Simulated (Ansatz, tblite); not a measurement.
**C27H18N2Te6: a ladder of methods and basis sets**

The task here is to estimate one member of a computed series from the others.

Computed with Ansatz 0.2.0, Gaussian basis. Level: as each input shows.

Levels to be run: GFN1-xTB, GFN2-xTB, PBE-D4/def2-SVP, r2SCAN-D4/def2-SVP, BLYP-D4/def2-SVP, B2PLYP/def2-SVP, PBE-QIDH/def2-SVP, r2SCAN-D4/def2-mTZVP, MP2/def2-SVP, RPA/def2-SVP.

6 further runs of the same task are left out: 6 set aside as unsound or not needed.

### The geometry

The geometry is that of the singlet, from an earlier relaxation (r2SCAN-D4/def2-SVP).

SMILES `CN(C)c1ccc(-c2ccc(-c3ccc(-c4ccc(-c5ccc(-c6ccc(C#N)[te]6)[te]5)[te]4)[te]3)[te]2)[te]1`, 53 atoms, charge 0, spin multiplicity 1.

Bond lengths: C1–N2 1.449 Å, C1–H36 1.097 Å, C1–H37 1.105 Å, C1–H38 1.105 Å, N2–C3 1.445 Å, N2–C4 1.358 Å, C3–H39 1.097 Å, C3–H40 1.107 Å, C3–H41 1.107 Å, C4–C5 1.392 Å, C4–Te35 2.110 Å, C5–C6 1.414 Å, C5–H42 1.093 Å, C6–C7 1.386 Å, C6–H43 1.097 Å, C7–C8 1.419 Å, C7–Te35 2.122 Å, C8–C9 1.392 Å and more. Angles: N2–C1–H36 109.5°, N2–C1–H37 111.2°, N2–C1–H38 111.3°, H36–C1–H37 108.5°, H36–C1–H38 108.5°, H37–C1–H38 107.8°, C1–N2–C3 121.2°, C1–N2–C4 118.5°, C3–N2–C4 120.3°, N2–C3–H39 109.8°, N2–C3–H40 111.3°, N2–C3–H41 111.5°, H39–C3–H40 108.0°, H39–C3–H41 108.0°, H40–C3–H41 108.1°, N2–C4–C5 127.1°, N2–C4–Te35 122.4°, C5–C4–Te35 110.5° and more.

Te takes a core potential in the def2 sets. No spin-orbit coupling is included.

PBE0-D4/def2-SVP was run before; its log isn't repeated, and its numbers join the tables.

Set-up of the first run:

Tight binding, by tblite at 300 K electronic temperature and without a spin-polarisation term:

```python
tblite.interface.Calculator('GFN1-xTB', numbers, positions, charge=0, uhf=0).singlepoint()
```

Tight binding, by tblite at 300 K electronic temperature and without a spin-polarisation term:

```python
tblite.interface.Calculator('GFN2-xTB', numbers, positions, charge=0, uhf=0).singlepoint()
```

start.molden holds the orbitals of an earlier run on this state, given as this run's starting guess.

in.yaml reads:

```yaml
crystal:
  periodic: [false, false, false]
  atoms:
    - {symbol: C, position_ang: [-11.426499, -2.161607, -3.141848]}
    - {symbol: N, position_ang: [-10.253089, -2.577033, -3.884406]}
    - {symbol: C, position_ang: [-10.372313, -3.332562, -5.110536]}
    - {symbol: C, position_ang: [-9.027792, -2.256564, -3.393915]}
    - {symbol: C, position_ang: [-8.749858, -1.548049, -2.228262]}
    - {symbol: C, position_ang: [-7.393007, -1.321751, -1.901851]}
    - {symbol: C, position_ang: [-6.376000, -1.791862, -2.717253]}
    - {symbol: C, position_ang: [-4.971868, -1.664144, -2.557679]}
    - {symbol: C, position_ang: [-3.952665, -2.138986, -3.377999]}
    - {symbol: C, position_ang: [-2.605375, -1.902423, -3.035817]}
    - {symbol: C, position_ang: [-2.304863, -1.192405, -1.876963]}
    - {symbol: C, position_ang: [-1.009805, -0.860861, -1.377947]}
    - {symbol: C, position_ang: [0.223124, -1.176791, -1.949436]}
    - {symbol: C, position_ang: [1.406648, -0.761619, -1.310414]}
    - {symbol: C, position_ang: [1.342172, -0.044786, -0.119016]}
    - {symbol: C, position_ang: [2.406304, 0.458957, 0.671520]}
    - {symbol: C, position_ang: [2.327957, 1.176807, 1.862104]}
    - {symbol: C, position_ang: [3.509828, 1.593425, 2.503326]}
    - {symbol: C, position_ang: [4.744630, 1.284452, 1.944263]}
    - {symbol: C, position_ang: [6.037144, 1.610766, 2.433152]}
    - {symbol: C, position_ang: [7.272642, 1.302086, 1.872003]}
    - {symbol: C, position_ang: [8.452999, 1.720719, 2.517674]}
    - {symbol: C, position_ang: [8.372859, 2.436587, 3.704806]}
    - {symbol: C, position_ang: [9.437804, 2.945493, 4.501822]}
    - {symbol: C, position_ang: [9.349714, 3.660623, 5.691599]}
    - {symbol: C, position_ang: [10.530866, 4.082124, 6.340458]}
    - {symbol: C, position_ang: [11.749381, 3.765178, 5.762610]}
    - {symbol: C, position_ang: [13.025213, 4.091202, 6.250184]}
    - {symbol: N, position_ang: [14.097961, 4.352761, 6.638855]}
    - {symbol: Te, position_ang: [11.468324, 2.685857, 3.987130]}
    - {symbol: Te, position_ang: [6.340516, 2.698192, 4.219609]}
    - {symbol: Te, position_ang: [4.440092, 0.194832, 0.156655]}
    - {symbol: Te, position_ang: [-0.689334, 0.218337, 0.400441]}
    - {symbol: Te, position_ang: [-4.103841, -0.651599, -0.918740]}
    - {symbol: Te, position_ang: [-7.239078, -2.807442, -4.368677]}
    - {symbol: H, position_ang: [-12.329475, -2.491184, -3.670190]}
    - {symbol: H, position_ang: [-11.464137, -1.062334, -3.037021]}
    - {symbol: H, position_ang: [-11.434867, -2.599014, -2.126946]}
    - {symbol: H, position_ang: [-11.431628, -3.487378, -5.350683]}
    - {symbol: H, position_ang: [-9.904272, -2.798249, -5.959573]}
    - {symbol: H, position_ang: [-9.892271, -4.326338, -5.022394]}
    - {symbol: H, position_ang: [-9.547133, -1.175468, -1.580812]}
    - {symbol: H, position_ang: [-7.138586, -0.766034, -0.990345]}
    - {symbol: H, position_ang: [-4.200479, -2.697396, -4.289363]}
    - {symbol: H, position_ang: [-1.801757, -2.275414, -3.678812]}
    - {symbol: H, position_ang: [0.271128, -1.740228, -2.886306]}
    - {symbol: H, position_ang: [2.383595, -1.001889, -1.748194]}
    - {symbol: H, position_ang: [1.348923, 1.415084, 2.294727]}
    - {symbol: H, position_ang: [3.458914, 2.159424, 3.441564]}
    - {symbol: H, position_ang: [7.324088, 0.736715, 0.934023]}
    - {symbol: H, position_ang: [9.432056, 1.482712, 2.083565]}
    - {symbol: H, position_ang: [8.368654, 3.893738, 6.121509]}
    - {symbol: H, position_ang: [10.496425, 4.645327, 7.277796]}
basis:
  gaussian: {orbitals: def2-SVP, fitting: {mean_field: def2-universal-jkfit}, initial_orbitals: start.molden}
hamiltonian: {xc: pbe, dispersion: d4}
scf: {omitted_lower_state_checks: [starts]}
output: {orbitals: {seedname: orbitals}}
```

Command:

```
> ansatz run in.yaml --threads 2 --pin off --events-out ev --progress --plain --max-ram 32768MiB --backend cuda --devices 0, --max-vram 18GiB
```

Steps of the session up to this table: PBE-D4/def2-SVP; r2SCAN-D4/def2-SVP; BLYP-D4/def2-SVP; B2PLYP/def2-SVP; PBE-QIDH/def2-SVP; r2SCAN-D4/def2-mTZVP; MP2/def2-SVP; RPA/def2-SVP.

One of the session's tables, all rows but one given; the rest of the session is left out.

It belongs to the step «Binding energy». 

| level | binding an atom (eV) |
| --- | --- |
| HF/def2-SVP | 3.371 |
| PBE-D4/def2-SVP | ? |
| BLYP-D4/def2-SVP | 4.941 |
| r2SCAN-D4/def2-SVP | 4.927 |
| r2SCAN-D4/def2-mTZVP | 4.821 |
| PBE0-D4/def2-SVP | 4.992 |
| MP2/def2-SVP | 4.756 |

Q: Estimate the row for PBE-D4/def2-SVP from the others.

The run gave: binding an atom (eV): 5.148. In the column «binding an atom (eV)» it is the highest.

Limits of these values: Free atoms were run apart at each level; binding is atoms less cluster, divided by the number of atoms, without zero-point or spin-orbit terms.
